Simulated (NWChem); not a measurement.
# RbCl (SMILES [Cl][Rb]): levels of theory compared

Wanted: a comparison of 6 runs (HF/STO-3G, HF/3-21G, HF/def2-SVP, M06-2X/def2-TZVPP, PBE/STO-3G, PBE0/def2-SVP) of RbCl. 

The results are computed with NWChem 7.3.0.

8 further runs of the same task are left out: 4 that didn't finish, 4 set aside as unsound or not needed.

## Step 1: The structure to begin with

The species is RbCl (2 atoms), meant as a singlet with charge 0. As SMILES, `[Cl][Rb]`. The shape is that of a PBE0-D4/def2-TZVP optimisation.

Bond lengths: Cl1–Rb2 2.844 Å.

## Step 2: Energy and forces at HF/STO-3G (run 1)

geom.nw

```
start geom
title "ClRb hf"
memory total 2200 mb

geometry units atomic noautosym nocenter noautoz
 Cl     0.00000000     0.00000000    -0.12184954
 Rb     0.00000000     0.00000000     5.25211582
end

basis spherical bse
 * library STO-3G
end

scf
 thresh 1e-08
 maxiter 80
end

task scf gradient
```

Run with:

```bash
$ nwchem geom.nw > geom.out
```

Output:

```text
[...]
  functions       =    31
[...]
  wavefunction    = RHF
[...]
         Total SCF energy =  -3362.339245492375
      One-electron energy =  -4919.168203098767
      Two-electron energy =   1439.783171512973
 Nuclear repulsion energy =    117.045786093418
        Time for solution =      2.8s
[...]
                         RHF ENERGY GRADIENTS
    atom               coordinates                        gradient
                 x          y          z           x          y          z
   1 Cl      0.000000   0.000000  -0.121850   -0.000000   0.000000  -0.005914
   2 Rb      0.000000   0.000000   5.252116    0.000000  -0.000000   0.005914
[...]
```

Wall time 4.5 s (1 thread of Intel Xeon Platinum 8259CL at 2.50GHz (Skylake/Cascade Lake), shared host); peak memory 0.1 GiB.

## Step 3: Energy and gradient at HF/3-21G (run 2)

run.py

```python
from ase import Atoms
from ase.calculators.nwchem import NWChem

mol = Atoms('ClRb', positions=[
    [0.000000, 0.000000, -0.064480],
    [-0.000000, -0.000000, 2.779300],
])

calc = NWChem(
    label='nw',
    theory='scf',
    memory='2200 mb',
    basis='3-21G',
    basispar='spherical bse',
    scf={'nopen': '0', 'rhf': None, 'thresh': '1e-08', 'maxiter': '80'},
)
mol.calc = calc

forces = mol.get_forces()
print("Total energy (eV):", round(mol.get_potential_energy(), 6))
print("forces (eV/A):")
for s, f in zip(mol.symbols, forces):
    print(f"{s:2s} {f[0]:10.5f} {f[1]:10.5f} {f[2]:10.5f}")
print("dipole (e A):", mol.get_dipole_moment().round(4))
```

Run with:

```bash
$ export ASE_NWCHEM_COMMAND="nwchem PREFIX.nwi > PREFIX.nwo"
$ python run.py
```

Output:

```text
Total energy (eV): -92031.354577
forces (eV/A):
Cl    0.00000    0.00000   -0.68741
Rb   -0.00000   -0.00000    0.68741
dipole (e A): [ 0.     -0.      2.6802]
```

The calculator wrote nw.nwi:

```
title "nw"

permanent_dir nw

scratch_dir nw

start nw

geometry units angstrom nocenter noautosym noautoz
  Cl 0.0000000000000000e+00 0.0000000000000000e+00 -6.4479999999999996e-02
  Rb -0.0000000000000000e+00 -0.0000000000000000e+00 2.7793000000000001e+00
end

memory 2200 mb

basis spherical bse noprint
   * library 3-21G
end

scf
  nopen 0
  rhf
  thresh 1e-08
  maxiter 80
end

task scf gradient
```

nw.nwo:

```text
Northwest Computational Chemistry Package (NWChem) 7.3.0
             --------------------------------------------------------

           Job information
           ---------------

    nwchem branch   = 7.3.0
    use scalapack   = T
    input           = nw.nwi
    prefix          = nw.
    data base       = nw/nw.db
    status          = startup
    nproc           =        1

           Memory information
           ------------------

    heap     =     72089600 doubles =      550.0 Mbytes
    stack    =     72089597 doubles =      550.0 Mbytes
    global   =    144179200 doubles =     1100.0 Mbytes (distinct from heap & stack)
    total    =    288358397 doubles =     2200.0 Mbytes
    verify   = yes
    hardfail = no

           Directory information
           ---------------------

  0 permanent = nw
  0 scratch   = nw

                                NWChem Input Module
                                -------------------

                                        nw
                                        --

[... 89 lines left out ...]
 Convergence threshold     :          1.000E-08
[... 12 lines left out ...]
       Final RHF  results
[... 3 lines left out ...]
      One-electron energy =  -4935.116412904508
[... 1 line left out ...]
 Nuclear repulsion energy =    117.045794548386
[... 45 lines left out ...]
                       ROHF Final Molecular Orbital Analysis
[... 161 lines left out ...]
       Multipole analysis of the density wrt the origin
       ------------------------------------------------

     L   x y z        total         open         nuclear
     -   - - -        -----         ----         -------
     0   0 0 0     -0.000000      0.000000     54.000000

     1   1 0 0      0.000000      0.000000      0.000000
[... 8 lines of this table left out ...]
     2   0 0 2      3.392948      0.000000   1020.886918

                              NWChem Gradients Module
                              -----------------------

                                        nw

  wavefunction    =   RHF

                         RHF ENERGY GRADIENTS

    atom               coordinates                        gradient
                 x          y          z           x          y          z
   1 Cl      0.000000   0.000000  -0.121850   -0.000000  -0.000000   0.013368
   2 Rb      0.000000   0.000000   5.252115    0.000000   0.000000  -0.013368

                 ----------------------------------------
                 |  Time  |  1-e(secs)   |  2-e(secs)   |
                 ----------------------------------------
                 |  CPU   |       0.00   |       0.90   |
                 ----------------------------------------
                 |  WALL  |       0.00   |       0.90   |
                 ----------------------------------------

 Task  times  cpu:        4.0s     wall:        4.0s
 Total times  cpu:        4.0s     wall:        4.0s
```

Run time: 6 s. Hardware: 1 thread of Intel Xeon Platinum 8259CL at 2.50GHz (Skylake/Cascade Lake), shared host; peak memory 0.1 GiB.

## Step 4: Energy and forces at HF/def2-SVP (core potential) (run 3)

clrb.nw

```
START clrb
TITLE "ClRb gradient"
memory stack 880 mb heap 220 mb global 1100 mb

GEOMETRY units angstrom noautosym nocenter noautoz
  Cl    0.000000    0.000000   -0.064480
  Rb    0.000000    0.000000    2.779300
END

BASIS spherical bse
  * library def2-SVP
END

ECP bse
  Rb library def2-SVP
END

SCF
  thresh 1e-08
  maxiter 80
  print low
END

TASK scf gradient
```

Run with:

```bash
$ nwchem clrb.nw > clrb.out
```

Output:

```text
[...]
  functions       =    42
[...]
  wavefunction    = RHF
[...]
         Total SCF energy =   -483.235499659813
      One-electron energy =   -734.527543164920
      Two-electron energy =    222.821444831175
 Nuclear repulsion energy =     28.470598673932
        Time for solution =      2.4s
[...]
                         RHF ENERGY GRADIENTS
    atom               coordinates                        gradient
                 x          y          z           x          y          z
   1 Cl      0.000000   0.000000  -0.121850   -0.000000  -0.000000   0.002920
   2 Rb      0.000000   0.000000   5.252115    0.000000   0.000000  -0.002920
 Task  times  cpu:        3.5s     wall:        3.5s
 Total times  cpu:        3.6s     wall:        3.6s
```

Wall time 4.2 s (1 thread of Intel Xeon Platinum 8259CL at 2.50GHz (Skylake/Cascade Lake), shared host); peak memory 0.1 GiB.

Runs 4 to 5 aren't shown in full; the table further down has their settings and results.

## Step 5: Energy and gradient at PBE0/def2-SVP (core potential) (run 6)

mymol.nw

```
echo
start mymol
memory 2200 mb

geometry noautosym nocenter noautoz
  Cl     0.000000     0.000000    -0.064480
  Rb     0.000000     0.000000     2.779300
end

basis "ao basis" spherical bse
  * library def2-SVP
end

ecp bse
  Rb library def2-SVP
end

dft
  xc pbe0
  grid xfine
  convergence energy 1e-08
  iterations 100
  mulliken
  print medium
end

task dft gradient
```

Run with:

```bash
$ nwchem mymol.nw > mymol.out
```

Output:

```text
[...]
          Wavefunction type:  closed shell.
          No. of atoms     :     2
          No. of electrons :    26
[...]
          Charge           :     0
          Spin multiplicity:     1
[...]
          AO basis - number of functions:    42
[...]
              XC Information
              --------------
                         PBE0 Method XC Functional
                     Hartree-Fock (Exact) Exchange  0.250
          PerdewBurkeErnzerhof Exchange Functional  0.750
            Perdew 1991 LDA Correlation Functional  1.000 local
           PerdewBurkeErnz. Correlation Functional  1.000 non-local
[...]
 d= 0,ls=0.0,diis     1   -484.0318648619 -5.13D+02  3.16D-02  2.41D-01     1.6
[...]
 d= 0,ls=0.0,diis     7   -484.0710709412 -8.39D-09  2.31D-06  1.93D-09     6.3
         Total DFT energy =     -484.071070941211
      One electron energy =     -734.426035103363
           Coulomb energy =      253.816618472463
    Exchange-Corr. energy =      -31.932252984243
 Nuclear repulsion energy =       28.470598673932
[...]
      Total Density - Mulliken Population Analysis
     ---------------------------------------------
    Atom       Charge   Shell Charges
 -----------   ------   -------------------------------------------------------
    1 Cl  17    17.61   2.00  1.99  1.21  0.78  5.93  2.10  3.60  0.00
    2 Rb   9     8.39   0.74  0.56  0.70  0.12 -0.03  5.17  0.85  0.07  0.07  0.14
[...]
  wavefunction    = closed shell
                         DFT ENERGY GRADIENTS
    atom               coordinates                        gradient
                 x          y          z           x          y          z
   1 Cl      0.000000   0.000000  -0.121850   -0.000000  -0.000000  -0.002932
   2 Rb      0.000000   0.000000   5.252115    0.000000   0.000000   0.002932
[...]
```

Wall time 8.7 s (1 thread of Intel Xeon Platinum 8259CL at 2.50GHz (Skylake/Cascade Lake), shared host); peak memory 0.12 GiB.

## Step 6: Overview of the runs

```tsv
run	level	core potential	iteration cap	energy (Eh)	dipole moment (D)	HOMO energy (eV)	LUMO energy (eV)	wall time
1	HF/STO-3G	–	80	-3362.339245	11.70	-4.73	6.93	4.5 s
2	HF/3-21G	–	80	-3382.089927	12.87	-8.31	-0.45	6 s
3	HF/def2-SVP (core potential)	def2-SVP	80	-483.235500	–	–	–	4.2 s
4	M06-2X/def2-TZVPP (core potential)	def2-TZVPP	100	-484.314713	–	–	–	33 s
5	PBE/STO-3G	–	100	-3363.679174	10.09	-0.22	2.49	6.3 s
6	PBE0/def2-SVP (core potential)	def2-SVP	100	-484.071071	10.47	-5.57	-1.41	8.7 s
```

## Step 7: Outcome

| quantity | value |
| --- | --- |
| run 6: total energy | -484.07107 Eh |
| run 6: dipole moment | 10.47 D |
| run 6: HOMO energy | -5.57 eV |
| run 6: LUMO energy | -1.41 eV |
| run 6: HOMO–LUMO gap | 4.16 eV |
| run 6: largest force on an atom | 0.151 eV/Å |

Over runs 1, 2, 5, 6 the dipole moment (its size) runs from 10.09 D (PBE/STO-3G) to 12.87 D (HF/3-21G). The two ends differ in method and basis. Over runs 1, 2, 5, 6 the HOMO–LUMO gap runs from 2.71 eV (PBE/STO-3G) to 11.66 eV (HF/STO-3G). Exact exchange widens orbital gaps. Totals of different functionals can't be ranked against each other. Some runs of one species differ in core potentials or relativity; totals across that change don't compare. In runs 1, 5 the basis is minimal, so the values are rough. In runs 1, 2, 5 relativity is left out where basis or elements ask for it. All runs together took 63 s, the longest 33 s.
